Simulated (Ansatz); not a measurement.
**H5NOSSeSi: a ladder of functionals and wavefunction methods**

An exercise on one series of results from a longer session: the logs are not shown, and one member is left open.

The runs use Ansatz 0.2.0, Gaussian basis; functionals in def2-TZVPP, the program's frozen cores in correlated methods.

Plan: LDA (SPW92), PBE-D4, revPBE-D4, BLYP-D4, r2SCAN-D4, B97M-V, PBE0-D4, B3LYP-D4, r2SCANh-D4, r2SCAN0-D4, HSE06-D4, BHLYP-D4, CAM-B3LYP-D4, LC-ωPBE, ωB97X-V, ωB97M-V, B2PLYP, PBE-QIDH; CCSD(T)/def2-SVP; CCSD(T)/def2-TZVPP; MP2/def2-QZVPP; extrapolation to the limit; RPA on PBE.

## Structure used throughout

All runs share one geometry, relaxed beforehand with PBE0-D4 in a triple-zeta def2 set.

SMILES `N[Si](O)(S)[SeH]`, 10 atoms, charge 0, spin multiplicity 1.

Atoms are counted from 1 here; the program's logs count them from 0.

Bond lengths: N1–Si2 1.693 Å, N1–H6 1.006 Å, N1–H7 1.005 Å, Si2–O3 1.639 Å, Si2–S4 2.129 Å, Si2–Se5 2.292 Å, O3–H8 0.959 Å, S4–H9 1.345 Å, Se5–H10 1.469 Å. Angles: Si2–N1–H6 120.7°, Si2–N1–H7 121.5°, H6–N1–H7 113.3°, N1–Si2–O3 103.0°, N1–Si2–S4 111.0°, N1–Si2–Se5 117.8°, O3–Si2–S4 114.9°, O3–Si2–Se5 110.4°, S4–Si2–Se5 100.3°, Si2–O3–H8 115.2°, Si2–S4–H9 92.9°, Si2–Se5–H10 91.7°.

As a file:

```mol
H5NOSSeSi
  3D, bonds by distance, orders not assigned

 10  9  0  0  0  0  0  0  0  0999 V2000
   -0.3566    1.3701    0.3624 N   0  0
   -0.0407   -0.2429   -0.0419 Si  0  0
    0.8978   -0.7563    1.2001 O   0  0
   -1.8503   -1.3319   -0.3094 S   0  0
    0.9874   -0.6594   -2.0476 Se  0  0
    0.3291    1.9211    0.8514 H   0  0
   -1.0132    1.9239   -0.1598 H   0  0
    1.4177   -1.5426    1.0219 H   0  0
   -2.2023   -1.1973    0.9819 H   0  0
    1.9141    0.4642   -1.8562 H   0  0
  1  2  8  0
  2  3  8  0
  2  4  8  0
  2  5  8  0
  1  6  8  0
  1  7  8  0
  3  8  8  0
  4  9  8  0
  5 10  8  0
M  END
```

Set-up of the first run:

in.yaml reads:

```yaml
crystal:
  periodic: [false, false, false]
  atoms:
    - {symbol: N, position_ang: [-0.356612, 1.370147, 0.362365]}
    - {symbol: Si, position_ang: [-0.040714, -0.242912, -0.041905]}
    - {symbol: O, position_ang: [0.897764, -0.756318, 1.200136]}
    - {symbol: S, position_ang: [-1.850251, -1.331944, -0.309383]}
    - {symbol: Se, position_ang: [0.987375, -0.659389, -2.047614]}
    - {symbol: H, position_ang: [0.329148, 1.921116, 0.851395]}
    - {symbol: H, position_ang: [-1.013199, 1.923946, -0.159773]}
    - {symbol: H, position_ang: [1.417651, -1.542639, 1.021914]}
    - {symbol: H, position_ang: [-2.202277, -1.197301, 0.981944]}
    - {symbol: H, position_ang: [1.914117, 0.464195, -1.856180]}
basis:
  gaussian: {orbitals: def2-TZVPP}
hamiltonian: {xc: lda}
output: {orbitals: {seedname: orbitals}}
```

Started as:

```bash
> ansatz run in.yaml --threads 4 --pin off --events-out ev --progress --plain --max-ram 10444MiB
```

Among the steps run: LDA; PBE-D4 (GGA); revPBE-D4 (GGA); BLYP-D4 (GGA); r2SCAN-D4 (meta-GGA); B97M-V (meta-GGA); PBE0-D4 (hybrid); B3LYP-D4 (hybrid); r2SCANh-D4 (hybrid); r2SCAN0-D4 (hybrid); HSE06-D4 (hybrid); BHLYP-D4 (hybrid); CAM-B3LYP-D4 (range-separated); LC-ωPBE (range-separated); ωB97X-V (range-separated); ωB97M-V (range-separated); B2PLYP (double hybrid); PBE-QIDH (double hybrid).

One table of the session follows, with a row left open; its other results are not shown here.

| functional | HOMO (eV) | gap (eV) |
| --- | --- | --- |
| LDA (SPW92) | -5.89 | 4.76 |
| PBE-D4 | -5.74 | 4.79 |
| revPBE-D4 | -5.68 | 4.82 |
| BLYP-D4 | -5.57 | 4.69 |
| r2SCAN-D4 | -6.03 | 5.37 |
| B97M-V | -6.09 | 5.32 |
| PBE0-D4 | -6.94 | 6.87 |
| B3LYP-D4 | -6.69 | 6.35 |
| r2SCANh-D4 | -6.47 | 6.12 |
| r2SCAN0-D4 | -7.13 | 7.24 |
| HSE06-D4 | -6.54 | 6.09 |
| BHLYP-D4 | ? | ? |
| CAM-B3LYP-D4 | -8.23 | 9.16 |
| LC-ωPBE | -9.60 | 11.78 |
| ωB97X-V | -9.24 | 11.24 |
| ωB97M-V | -9.10 | 10.83 |

Q: Estimate the row for BHLYP-D4 from the others.

Worked estimate for «HOMO (eV)». Against the share of exact exchange, BLYP-D4 (0, -5.57), B3LYP-D4 (0.2, -6.69) give a slope of -5.60 per unit share; at 0.5 the line stands at -8.37.

As computed: HOMO (eV): -7.97; gap (eV): 8.75. In «HOMO (eV)» the line misses by -0.40.

Caveats from the session: All levels share the lack of spin-orbit coupling, which lowers the free heavy atoms and so the true binding.
